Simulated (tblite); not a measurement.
# C7H11NSi: the cost of one run

The runs use tblite 0.8.0 and PySCF 2.14.0, with density-fitted response routines of our own; the level of theory stands in each step. All values are computed, except where a source is named. Atoms are numbered from 0 throughout.

## Step 1: Starting geometry

20 atoms, charge 0, multiplicity 1; geometry from: force field or distance geometry start.

Bonds of the start (Å): C0–C1 1.18, C1–Si2 1.87, Si2–C3 1.81, Si2–C4 1.88, C4–C5 1.57, C5–N6 1.46, N6–C7 1.30, C5–C8 1.56, C8–Si2 1.88, C0–H9 1.07, C3–H10 1.10, C3–H11 1.10, C3–H12 1.11, C4–H13 1.09, C4–H14 1.10, C5–H15 1.10, C7–H16 1.10, C7–H17 1.10, C8–H18 1.09, C8–H19 1.09.

## Step 2: Optimising the geometry with GFN2-xTB

The job: settings as JSON, then the geometry in Å.

```
{"job": {"kind": "relax", "xc": "GFN2-xTB", "basis": "xTB"}, "charge": 0, "multiplicity": 1}
C     -2.518200     2.169500    -1.508300
C     -1.994500     1.268400    -0.944900
Si    -1.148800    -0.139600    -0.051400
C     -2.235100    -1.350500     0.753300
C      0.328800     0.329200     1.009900
C      1.213800     0.138800    -0.275900
N      2.488100    -0.482100     0.081300
C      3.416300     0.351100     0.436000
C      0.300300    -0.935400    -0.943800
H     -3.009000     2.976800    -2.012300
H     -2.902700    -1.853000     0.044400
H     -2.870800    -0.895400     1.525900
H     -1.661000    -2.142100     1.268800
H      0.521200    -0.381800     1.810300
H      0.320300     1.353700     1.411800
H      1.334500     1.048300    -0.873700
H      3.264900     1.443000     0.465800
H      4.403400    -0.035400     0.718700
H      0.264400    -0.888900    -2.030800
H      0.478900    -1.964000    -0.623900
```

On the command line:

```
$ OMP_NUM_THREADS=1 python probes_run.py task.json out
```

One launch serves the whole session: the jobs run in the order shown.

**Question.** How long does this first job take on 1 thread of Intel Xeon at 2.50GHz, shared host, and how much memory does it need?

About 2.5 s, with a peak of 0.18 GiB.
